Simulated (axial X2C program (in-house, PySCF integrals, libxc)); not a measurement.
# Linear ClZrCl at several levels

Aim: the two bond lengths and stretching wavenumbers of linear ClZrCl, with and without spin–orbit coupling, at PBE0, HF, TPSSh, MP2.

The runs use an in-house X2C program for linear molecules on PySCF integrals; all-electron X2C, two-component (2c) or spin-free, Cl dyall-av3z, Zr dyall-v3z.

All values are calculated.

2 further runs of the same task are left out: 2 set aside as unsound or not needed.

## 1. The job

File task.json:

```json
{"zs": [17, 40, 17], "q": 0, "bas": ["dyall-av3z", "dyall-v3z", "dyall-av3z"], "r0": [2.53, 2.53], "symm": 1, "scan": ["PBE0", "HF", "TPSSh"], "levels": ["PBE0", "HF", "B3LYP"], "nst": 2}
```

Keys: zs atomic numbers; q charge; bas basis sets; r0 starting distance in Å; symm equal bonds; scan levels of the two-bond scan (MP2 follows by itself at each HF point); levels methods; nst determinants followed.

Started as:

```console
python solin.py task.json out
```

Masses Cl 34.969, Zr 89.905, Cl 34.969 u.

## 2. Scan at PBE0, 2c

State: Ω = 1 (beyond evenly filled blocks: ω = -1/2, ω = 3/2). Energies above the lowest point, from the job's result record:

```
r(Cl–Zr) (Å)  r(Zr–Cl) (Å)  E (meV)
      2.3000        2.3000    66.96
      2.3000        2.3590    30.22
      2.3000        2.4180    41.96
      2.3590        2.3000    30.22
      2.3590        2.3590     0.00
      2.3590        2.4180    17.67
      2.3590        2.4769    72.72
      2.4180        2.3000    41.96
      2.4180        2.3590    17.67
      2.4180        2.4180    40.76
      2.4769        2.3590    72.72
      2.4769        2.4769   165.23
```

A quadratic surface with cubic terms in each bond gives the minimum at 2.364 and 2.364 Å, force constants 2.15, 2.15 and coupling 0.25 mdyn/Å.

## 3. Scan at HF, 2c

State: Ω = 1 (beyond evenly filled blocks: ω = -1/2, ω = 3/2). Energies above the lowest point, from the job's result record:

```
r(Cl–Zr) (Å)  r(Zr–Cl) (Å)  E (meV)
      2.3000        2.3000   226.13
      2.3000        2.3590   136.03
      2.3000        2.4180   101.50
      2.3590        2.3000   136.03
      2.3590        2.3590    52.29
      2.3590        2.4180    23.53
      2.3590        2.4769    38.47
      2.4180        2.3000   101.50
      2.4180        2.3590    23.53
      2.4180        2.4180     0.00
      2.4769        2.3590    38.47
      2.4769        2.4769    43.67
```

A quadratic surface with cubic terms in each bond gives the minimum at 2.418 and 2.418 Å, force constants 2.01, 2.01 and coupling 0.24 mdyn/Å.

## 4. Scan at TPSSh, 2c

State: Ω = 1 (beyond evenly filled blocks: ω = -1/2, ω = 3/2). Energies above the lowest point, from the job's result record:

```
r(Cl–Zr) (Å)  r(Zr–Cl) (Å)  E (meV)
      2.3000        2.3000    80.46
      2.3000        2.3590    37.04
      2.3000        2.4180    42.73
      2.3590        2.3000    37.04
      2.3590        2.3590     0.00
      2.3590        2.4180    11.51
      2.3590        2.4769    61.15
      2.4180        2.3000    42.73
      2.4180        2.3590    11.51
      2.4180        2.4180    28.33
      2.4769        2.3590    61.15
      2.4769        2.4769   141.63
```

A quadratic surface with cubic terms in each bond gives the minimum at 2.372 and 2.372 Å, force constants 2.12, 2.12 and coupling 0.24 mdyn/Å.

## 5. The levels side by side

| level | r(Cl–Zr) (Å) | r(Zr–Cl) (Å) | lower stretch (cm⁻¹) | upper stretch (cm⁻¹) |
| --- | --- | --- | --- | --- |
| PBE0, 2c | 2.364 | 2.364 | 341.0 | 404.6 |
| HF, 2c | 2.418 | 2.418 | 330.3 | 390.3 |
| TPSSh, 2c | 2.372 | 2.372 | 338.7 | 402.3 |
| MP2, 2c | 2.359 | 2.359 | 348.4 | 415.2 |
| PBE0, spin-free | 2.364 | 2.364 | 341.3 | 404.9 |
| HF, spin-free | 2.418 | 2.418 | 330.6 | 390.7 |
| TPSSh, spin-free | 2.371 | 2.371 | 338.9 | 402.6 |
| MP2, spin-free | 2.359 | 2.359 | 348.7 | 415.4 |

Scans not shown above were run alike.

What this shows: Over the levels the Cl–Zr bond spans 2.359 to 2.418 Å and the Zr–Cl bond 2.359 to 2.418 Å. At PBE0 spin–orbit coupling leaves both bonds unchanged to 0.001 Å. Each state is one determinant, the lowest of a limited PBE0 search; the stretches come from a fit to few points and are good to some per cent at best. The stretches are sorted by size, and where the two bonds are alike the symmetric and antisymmetric modes can swap order between levels. MP2 freezes inner shells (threshold -2 hartree). The molecule was held linear; bending was not examined, so a bent shape may lie lower. Open-shell Ω = 0 determinants with evenly filled partner blocks cannot be reached by this program, so the Ω shown need not be the lowest component. Note: functional without a current term on a determinant with orbital currents, of the molecule or an atom. Note: several unpaired electrons, one determinant need not be a pure state.
